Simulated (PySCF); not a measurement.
# C6H11BGeO: the cost of one run

Programs: PySCF 2.14.0, with routines of our own; each step states its level. All values are computed. Atoms count from 0.

### Step 1. The system as given

20 atoms, charge 0, multiplicity 3; geometry from: GFN2-xTB.

### Step 2. Open-shell or spin-flip excitations: unrestricted TDA B3LYP/def2-SVP

What the job is given:

```
{"job": {"kind": "uabs", "xc": "B3LYP", "basis": "def2-SVP", "nstates": 10, "tda": true}, "charge": 0, "multiplicity": 3}
C      2.377569     1.039882    -2.626863
C      2.317560     0.729876    -1.343556
B      1.249628    -0.312929    -0.708934
O      1.234433    -0.221430     0.747167
C     -0.009793    -0.224328     1.220401
C     -0.239421    -0.169798     2.578996
C     -0.994592    -0.287635     0.211871
C     -0.338104    -0.247173    -1.121738
Ge    -2.887331    -0.441592     0.518806
H      1.757581     0.553755    -3.362711
H      3.027263     1.817945    -3.001569
H      2.988939     1.198645    -0.637427
H      1.752569    -1.358474    -1.031155
H     -1.245919    -0.168743     2.956314
H      0.578030    -0.117023     3.273059
H     -0.565198     0.696346    -1.632353
H     -0.725074    -1.032161    -1.777739
H     -3.582105    -0.700616    -0.777543
H     -3.226504    -1.551981     1.464371
H     -3.474677     0.808113     1.105557
```

With the program's defaults for keys left out, this is: unrestricted TDA B3LYP/def2-SVP, vertical, gas phase, core orbitals frozen in the response.

Launch:

```bash
$ OMP_NUM_THREADS=1 python excited_run.py task.json out
```

The driver reads the jobs from task.json and runs them one after another.

**Question.** How long does this first job take on 1 thread of Intel Xeon at 2.50GHz, shared host, and how much memory does it need?

About 5.3 min, with a peak of 0.81 GiB.
